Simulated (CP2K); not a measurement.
# Hf2Pd2Se2Br2O3 in CP2K: the effect of functional

Crystal: Hf2Pd2Se2Br2O3.

```
Hf Pd Se Br O
1.0
     3.72613    0.00000    0.00000
    -1.86306    3.22692    0.00000
     0.00000    0.00000   17.00867
Hf Pd Se Br O
2 2 2 2 3
Cartesian
  1.8631 1.0756 15.8835
  0.0000 2.1513 1.1251
  0.0000 0.0000 5.1533
  0.0000 0.0000 11.8554
  0.0000 2.1513 3.8523
  1.8631 1.0756 13.1564
  1.8631 1.0756 6.7800
  0.0000 2.1513 10.2287
  0.0000 2.1513 15.7652
  1.8631 1.0756 1.2435
  0.0000 0.0000 0.0000
```

The cell was built by a generator and needn't be a form met in nature.

Alike in all runs:

- Program: CP2K 2026.2
- Task: band structure
- Potentials or basis: POTENTIAL_UZH Hf GTH-PBE-q12, Pd GTH-PBE-q18, Se GTH-PBE-q6, Br GTH-PBE-q7, O GTH-PBE-q6; TZVP-MOLOPT-PBE-GTH basis
- Density cutoff: 13606 eV
- k mesh: 8 × 8 × 2
- Occupations: fermi-dirac, width 0.05 eV
- Spin: no spin polarisation

One run gave: pressure -4.6 GPa; largest force 0.45 eV/Å. Which functional did it use?
A. PBEsol
B. LDA
C. RPBE

A.

```csv
functional,pressure (GPa),largest force (eV/Å)
LDA,-6.9,0.62
PBEsol,-4.6,0.45
RPBE,2.1,0.28
```

Caveats: the potentials were made for another functional, which shifts forces and pressure; the basis of atomic orbitals isn't converged, which shifts pressures, moduli and gaps; this functional lacks dispersion, which binds the layers, so the pressure and a relaxed spacing across them are unreliable (some runs).

Not every run made on this cell is shown here.
